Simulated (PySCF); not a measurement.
# C3H8SeSi: the cost of one run

Programs: PySCF 2.14.0, with density-fitted response routines of our own. Each step states its level of theory. These are calculated values for one molecule in the gas phase, unless marked as measured. Atoms are numbered from 0 throughout.

## 1. Starting geometry

13 atoms, charge 0, multiplicity 1; geometry from: GFN2-xTB. The atoms were then displaced at random by about 0.01 Å, so the start is not that level's minimum.

Bonds of the start (Å): Si0–Se1 2.29, Se1–C2 1.96, C2–C3 1.45, C3–C4 1.46, C4–C2 1.49, Si0–H5 1.42, Si0–H6 1.46, Si0–H7 1.49, C2–H8 1.08, C3–H9 1.10, C3–H10 1.10, C4–H11 1.09, C4–H12 1.06.

## 2. Geometry optimisation at PBE0-D3(BJ)/def2-SVP

The job: settings as JSON, then the geometry in Å.

```
{"job": {"xc": "PBE0", "basis": "def2-SVP", "d3": "d3bj", "grid": 1, "shake": 0.01, "kind": "geom"}, "charge": 0, "multiplicity": 1}
Si     2.482600    -0.196220    -0.432890
Se     0.516700    -1.152630    -1.113570
C     -0.712910     0.211500    -0.435570
C     -2.044550    -0.173640    -0.026770
C     -1.078740     0.202830     1.008240
H      3.490830    -1.126090    -0.797710
H      2.404430     0.066760     1.002820
H      2.631760     1.105050    -1.148500
H     -0.548770     1.170730    -0.905260
H     -2.888440     0.500860    -0.241870
H     -2.359400    -1.221690    -0.085070
H     -1.175890     1.161250     1.527140
H     -0.711810    -0.565590     1.638690
```

On the command line:

```bash
$ OMP_NUM_THREADS=1 python probes_run.py task.json out
```

This one command runs all jobs of the session in turn.

Q: Estimate the wall time and peak memory of this first job on 1 thread of Arm Neoverse V1, shared host.

About 52 s, with a peak of 0.52 GiB.
